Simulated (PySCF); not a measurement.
**[Tm(H2O)3]2+: other functionals and bases at one geometry**

The task here is to estimate one member of a computed series from the others.

Computed with PySCF 2.14.0. Level: several levels, as the steps say, no spin–orbit coupling.

1 further run of the same task is left out (for a known fault of the program).

## Where the work starts

10 atoms, charge 2, spin multiplicity 1.

Bond lengths: Tm1–O2 2.411 Å, Tm1–O5 2.411 Å, Tm1–O8 2.411 Å, O2–H3 0.973 Å, O2–H4 0.973 Å, O5–H6 0.973 Å, O5–H7 0.973 Å, O8–H9 0.973 Å, O8–H10 0.973 Å. Angles: O2–Tm1–O5 120.0°, O2–Tm1–O8 120.0°, O5–Tm1–O8 120.0°, Tm1–O2–H3 128.1°, Tm1–O2–H4 128.1°, H3–O2–H4 103.8°, Tm1–O5–H6 128.1°, Tm1–O5–H7 128.1°, H6–O5–H7 103.8°, Tm1–O8–H9 128.1°, Tm1–O8–H10 128.1°, H9–O8–H10 103.8°.

Geometry (Å):

```
Tm    0.0000    0.0000    0.0000
O     2.4106    0.0000    0.0000
H     3.0113   -0.5920    0.4853
H     3.0113    0.5920   -0.4853
O    -1.2053    2.0876    0.0000
H    -0.9929    2.9038    0.4853
H    -2.0183    2.3119   -0.4853
O    -1.2053   -2.0876    0.0000
H    -2.0183   -2.3118    0.4853
H    -0.9930   -2.9038   -0.4853
```

Formal oxidation states: Tm +2. Each metal's 13 4f electrons lie in its core potential, so multiplicities, spins and levels count the valence alone. An earlier session relaxed this geometry at PBE0, Tm lcecp-0-SVP with ECP59, O def2-SVP, H def2-SVP (singlet, point group D3).

At PBE0 on the finer grid: E = -260.882383 Eh, frontier levels not given, since the 4f levels lie in the core, Mulliken charge on Tm1 +1.38 e, largest force component 0.004 eV/Å. 

Levels to run: TPSS; revPBE; PBE0, TZVP. Hardware: 2 threads of Intel Xeon Platinum 8488C (Sapphire Rapids), shared host.

Set-up of the first run:

Contents of run.py (the lines that set the calculation):

```python
mol = gto.M(atom='''
Tm     0.00000     0.00000     0.00000
O      2.41059    -0.00001     0.00000
H      3.01128    -0.59200     0.48534
H      3.01128     0.59198    -0.48534
O     -1.20529     2.08763     0.00000
H     -0.99295     2.90384     0.48534
H     -2.01831     2.31185    -0.48534
O     -1.20530    -2.08763     0.00000
H     -2.01832    -2.31184     0.48534
H     -0.99297    -2.90383    -0.48534''',
    basis={'Tm': 'lcecp-0-SVP', 'O': 'def2-SVP', 'H': 'def2-SVP'},
    ecp={'Tm': 'lcecp-0-SVP'},
    charge=2, spin=0)
mf = dft.RKS(mol, xc='TPSS')
mf.grids.atom_grid = (75, 302)  # f atoms: unpruned, at least (60, 302)
mf = mf.density_fit()  # fitting sets: Tm AutoAux, O def2-universal-JKFIT, H def2-universal-JKFIT
mf.conv_tol = 1e-08; mf.max_cycle = 55
mf.kernel(dm0)  # dm0: the density of the relaxed state
```

Launch:

```bash
$ OMP_NUM_THREADS=2 python run.py
```

Steps of the session up to this table: TPSS; revPBE; PBE0, TZVP.

One of the session's tables, all rows but one given; the rest of the session is left out.

```
              level  charge on Tm1 (e)  largest force component (eV/Å)
PBE0 (relaxed here)               1.38                            0.00
               TPSS                  ?                               ?
             revPBE               1.29                            0.47
         PBE0, TZVP               1.68                            0.32
```

**Question.** Estimate the row for TPSS.

As computed: charge on Tm1 (e): 1.32; largest force component (eV/Å): 0.51. In the column «charge on Tm1 (e)» it lies between revPBE (1.29) and PBE0 (relaxed here) (1.38).

The largest leftover force, 0.51 eV/Å with TPSS, stands at a geometry relaxed at another level. With 4f in the core, its levels are missing from HOMO and gap, and its count is fixed, so no charge can pass from the ligands into it. Total energies of different levels can't be compared.
